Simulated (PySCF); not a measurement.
# CH4O3Si: NMR shifts at several levels of theory, part 2 of 2

PySCF 2.14.0. Atoms count from 0. Earlier steps stand in the parts before.

**9. Nuclear shieldings: LC-wPBE/pcSseg-2**

Job settings and geometry (Å):

```
{"job": {"kind": "nmr", "xc": "LC-wPBE", "basis": "pcSseg-2", "pop": false}, "charge": 0, "multiplicity": 1}
O      1.928727     0.537135    -0.739155
C      1.228022    -0.435894    -0.562599
Si    -0.366750    -0.152418     0.474489
O     -1.602103    -0.401289    -0.600365
O     -0.172853     1.408710     0.972379
H      1.518885    -1.418997    -1.019808
H     -0.525358    -1.032736     1.662463
H     -2.505824    -0.342492    -0.276827
H      0.556265     1.821748     0.483703
```

Level: GIAO LC-wPBE/pcSseg-2 NMR shielding, non-relativistic, gas phase.

Output:

```text
coarse grid: 8448 points
cycle   1  E = -555.3767602894  dE =  6.364e-01  |g| = 1.213e+00  |ddm| = 2.164e+00
cycle   2  E = -555.2352443337  dE =  1.415e-01  |g| = 1.575e+00  |ddm| = 1.168e+00
cycle   3  E = -555.6452901221  dE = -4.100e-01  |g| = 1.349e-01  |ddm| = 7.082e-01
cycle   4  E = -555.6476846164  dE = -2.394e-03  |g| = 8.005e-02  |ddm| = 7.977e-02
cycle   5  E = -555.6487458286  dE = -1.061e-03  |g| = 9.852e-03  |ddm| = 4.685e-02
cycle   6  E = -555.6487826626  dE = -3.683e-05  |g| = 2.388e-03  |ddm| = 1.408e-02
cycle   7  E = -555.6487863165  dE = -3.654e-06  |g| = 8.219e-04  |ddm| = 5.436e-03
final grid: 78248 points
cycle   8  E = -555.6390361421  dE = -8.826e-05  |g| = 5.186e-03  |ddm| = 2.438e-02
cycle   9  E = -555.6390372566  dE = -1.114e-06  |g| = 3.831e-03  |ddm| = 2.962e-03
cycle  10  E = -555.6390390483  dE = -1.792e-06  |g| = 1.323e-03  |ddm| = 1.937e-03
cycle  11  E = -555.6390393257  dE = -2.773e-07  |g| = 2.860e-04  |ddm| = 5.773e-04
cycle  12  E = -555.6390393636  dE = -3.794e-08  |g| = 9.817e-05  |ddm| = 3.913e-04
cycle  13  E = -555.6390393727  dE = -9.141e-09  |g| = 6.792e-05  |ddm| = 1.603e-04
cycle  14  E = -555.6390393784  dE = -5.693e-09  |g| = 2.702e-05  |ddm| = 1.633e-04
cycle  15  E = -555.6390393798  dE = -1.404e-09  |g| = 1.230e-05  |ddm| = 8.105e-05
cycle  16  E = -555.6390393802  dE = -3.624e-10  |g| = 2.987e-06  |ddm| = 5.836e-05
converged SCF energy = -555.6390393802

GIAO shielding tensors (ppm)
atom      isotropic    diamagn.    paramagn.     s11        s22        s33       span
  0 O     -550.236     392.975    -943.212  -1545.972   -545.865    441.128   1987.099
  1 C      -74.662     251.404    -326.067   -219.682   -108.433    104.128    323.810
  2 Si     395.015     875.842    -480.827    338.367    398.338    448.341    109.974
  3 O      274.599     387.007    -112.409    220.425    299.055    304.316     83.891
  4 O      284.591     387.260    -102.669    223.636    294.025    336.111    112.475
  5 H       19.711      28.176      -8.465     14.169     21.072     23.892      9.724
  6 H       26.485      28.753      -2.269     22.557     25.452     31.445      8.888
  7 H       29.059      30.678      -1.619     22.146     24.006     41.024     18.878
  8 H       27.217      31.865      -4.648     17.963     22.402     41.287     23.324
```

It took 50 s on 1 thread of Arm Neoverse V1, shared host; peak memory 0.92 GiB.

This run: δ C1 263.0, O0 882.9, O3 53.0, Si2 -48.3, H5 11.61, H6 4.83 ppm (means over like atoms).

**10. NMR shieldings: PBE0/6-31G**

The job, as its differences from that of step 9:

```diff
@@ -1,2 +1,2 @@
-{"job": {"kind": "nmr", "xc": "LC-wPBE", "basis": "pcSseg-2", "pop": false}, "charge": 0, "multiplicity": 1}
+{"job": {"kind": "nmr", "xc": "PBE0", "basis": "6-31G", "pop": true}, "charge": 0, "multiplicity": 1}
 O      1.928727     0.537135    -0.739155
```

With the program's defaults for keys left out, this is: GIAO PBE0/6-31G NMR shielding, non-relativistic, gas phase.

Output:

```text
coarse grid: 8448 points
cycle   1  E = -554.9337629286  dE =  8.693e-01  |g| = 1.144e+00  |ddm| = 2.902e+00
cycle   2  E = -554.2275894574  dE =  7.062e-01  |g| = 2.187e+00  |ddm| = 2.818e+00
cycle   3  E = -555.1891801847  dE = -9.616e-01  |g| = 2.660e-01  |ddm| = 2.017e+00
cycle   4  E = -555.2015774481  dE = -1.240e-02  |g| = 1.139e-01  |ddm| = 2.676e-01
cycle   5  E = -555.2039923207  dE = -2.415e-03  |g| = 1.605e-02  |ddm| = 9.249e-02
cycle   6  E = -555.2040569831  dE = -6.466e-05  |g| = 4.535e-03  |ddm| = 1.712e-02
cycle   7  E = -555.2040617803  dE = -4.797e-06  |g| = 1.319e-03  |ddm| = 6.242e-03
final grid: 78248 points
cycle   8  E = -555.1508207606  dE =  3.136e-06  |g| = 9.830e-03  |ddm| = 1.319e-02
cycle   9  E = -555.1507610667  dE =  5.969e-05  |g| = 1.984e-02  |ddm| = 2.028e-02
cycle  10  E = -555.1508396541  dE = -7.859e-05  |g| = 1.670e-03  |ddm| = 1.410e-02
cycle  11  E = -555.1508401986  dE = -5.446e-07  |g| = 1.361e-04  |ddm| = 1.361e-03
cycle  12  E = -555.1508402020  dE = -3.388e-09  |g| = 6.319e-05  |ddm| = 1.837e-04
cycle  13  E = -555.1508402030  dE = -9.347e-10  |g| = 2.307e-05  |ddm| = 7.473e-05
converged SCF energy = -555.1508402030

GIAO shielding tensors (ppm)
atom      isotropic    diamagn.    paramagn.     s11        s22        s33       span
  0 O     -538.827     394.612    -933.439  -1538.511   -524.641    446.671   1985.182
  1 C      -33.999     257.229    -291.228   -154.359    -66.832    119.194    273.552
  2 Si     461.833     878.848    -417.015    403.410    465.080    517.010    113.600
  3 O      284.695     394.277    -109.583    236.978    293.438    323.669     86.691
  4 O      303.248     397.173     -93.925    255.621    288.978    365.144    109.523
  5 H       19.999      27.583      -7.583     13.503     22.202     24.292     10.789
  6 H       27.320      28.908      -1.588     22.606     25.459     33.894     11.289
  7 H       30.875      29.621       1.254     24.150     25.880     42.595     18.444
  8 H       29.539      30.087      -0.548     19.914     25.195     43.508     23.593
```

Wall time 4.1 s (1 thread of Arm Neoverse V1, shared host); peak memory 0.5 GiB.

This run: δ C1 233.5, O0 857.3, O3 24.5, Si2 -17.1, H5 12.61, H6 5.29 ppm (means over like atoms).

**11. Shielding tensors: PBE0/STO-3G**

The job, as its differences from that of step 10:

```diff
@@ -1,2 +1,2 @@
-{"job": {"kind": "nmr", "xc": "PBE0", "basis": "6-31G", "pop": true}, "charge": 0, "multiplicity": 1}
+{"job": {"kind": "nmr", "xc": "PBE0", "basis": "STO-3G", "pop": true}, "charge": 0, "multiplicity": 1}
 O      1.928727     0.537135    -0.739155
```

Method: GIAO PBE0/STO-3G NMR shielding, non-relativistic, gas phase.

Output:

```text
coarse grid: 8448 points
cycle   1  E = -548.0667645602  dE =  8.445e-01  |g| = 9.074e-01  |ddm| = 3.819e+00
cycle   2  E = -547.6519398220  dE =  4.148e-01  |g| = 1.595e+00  |ddm| = 3.089e+00
cycle   3  E = -548.3429991040  dE = -6.911e-01  |g| = 2.183e-01  |ddm| = 1.977e+00
cycle   4  E = -548.3558094244  dE = -1.281e-02  |g| = 8.045e-02  |ddm| = 3.471e-01
cycle   5  E = -548.3576179521  dE = -1.809e-03  |g| = 6.477e-03  |ddm| = 9.104e-02
cycle   6  E = -548.3576311029  dE = -1.315e-05  |g| = 1.419e-03  |ddm| = 1.016e-02
cycle   7  E = -548.3576315897  dE = -4.868e-07  |g| = 5.112e-04  |ddm| = 1.894e-03
final grid: 78248 points
cycle   8  E = -548.3066321507  dE =  7.733e-06  |g| = 8.327e-03  |ddm| = 1.756e-02
cycle   9  E = -548.3065812694  dE =  5.088e-05  |g| = 1.594e-02  |ddm| = 2.531e-02
cycle  10  E = -548.3066513707  dE = -7.010e-05  |g| = 6.700e-04  |ddm| = 1.663e-02
cycle  11  E = -548.3066515244  dE = -1.537e-07  |g| = 3.898e-05  |ddm| = 1.058e-03
cycle  12  E = -548.3066515248  dE = -4.422e-10  |g| = 1.977e-05  |ddm| = 8.628e-05
converged SCF energy = -548.3066515248

GIAO shielding tensors (ppm)
atom      isotropic    diamagn.    paramagn.     s11        s22        s33       span
  0 O     -400.390     383.921    -784.311  -1376.146   -328.725    503.700   1879.846
  1 C       65.895     257.444    -191.550    -38.265     58.824    177.125    215.390
  2 Si     554.068     867.585    -313.518    470.998    570.305    620.899    149.902
  3 O      397.733     379.459      18.274    297.126    408.566    487.508    190.382
  4 O      413.186     377.897      35.289    317.793    433.524    488.241    170.448
  5 H       20.871      29.317      -8.445     13.275     24.110     25.228     11.953
  6 H       29.625      31.264      -1.638     25.466     26.826     36.584     11.119
  7 H       35.102      30.567       4.534     27.820     31.334     46.151     18.331
  8 H       33.838      30.794       3.044     23.946     29.516     48.051     24.105
```

Wall time 2.1 s (1 thread of Arm Neoverse V1, shared host); peak memory 0.5 GiB.

This run: δ C1 168.8, O0 742.1, O3 -63.8, Si2 -36.5, H5 11.73, H6 2.98 ppm (means over like atoms).

**12. Comparing the runs: NMR shifts**

Shifts (ppm), means over like atoms, with basis size and wall time:

```csv
run,C1,H5,H6,H7,O0,O3,Si2,functions,time
PBE0/pcSseg-2,253.8,11.83,4.96,3.15,877.0,56.6,-55.4,243,30 s
mPW1PW91/pcSseg-2,253.3,11.77,4.93,3.14,873.7,55.5,-55.9,243,32 s
WP04/pcSseg-2,249.5,11.15,4.39,3.14,809.4,42.2,-68.0,243,30 s
B97-2/pcSseg-2,247.0,11.70,4.87,3.10,843.1,52.8,-56.9,243,34 s
BHandHLYP/pcSseg-2,251.9,11.44,4.68,3.29,878.4,49.0,-60.2,243,34 s
CAM-B3LYP/pcSseg-2,258.0,11.64,4.87,3.25,882.0,57.4,-59.1,243,51 s
wB97X-D/pcSseg-2,254.9,11.70,4.88,3.15,879.2,53.2,-55.6,243,52 s
LC-wPBE/pcSseg-2,263.0,11.61,4.83,3.18,882.9,53.0,-48.3,243,50 s
PBE0/6-31G,233.5,12.61,5.29,2.41,857.3,24.5,-17.1,57,4.1 s
PBE0/STO-3G,168.8,11.73,2.98,-1.86,742.1,-63.8,-36.5,33,2.1 s
```

**13. Outcome**

The summary covers parts 1 to 2.

```
                                                               quantity                                             value
                                 13C shifts against TMS (PBE0/pcSseg-2)                                         253.8 ppm
 1H shifts against TMS (PBE0/pcSseg-2, means over atoms taken as alike)                             11.83, 4.96, 3.15 ppm
17O shifts against H2O (PBE0/pcSseg-2, means over atoms taken as alike)                                   877.0, 56.6 ppm
                                29Si shifts against TMS (PBE0/pcSseg-2)                                         -55.4 ppm
                         range of the shift of O0 (minimal bases aside)                                809.4 to 882.9 ppm
                                          property runs in this session  10, of which 0 failed and 1 gave unsound results
```

Single values in the summary come from the first sound run of each kind (PBE0/pcSseg-2), which need not be the best level. At PBE0/pcSseg-2: The widest tensor belongs to O0: span 1953 ppm, with a paramagnetic part of -942 ppm. Leaving out the minimal-basis runs, which are unusable for shieldings: In ppm, O0 moves most: its shift spreads over 73.5 ppm, from 809.4 (WP04/pcSseg-2) to 882.9 (LC-wPBE/pcSseg-2).
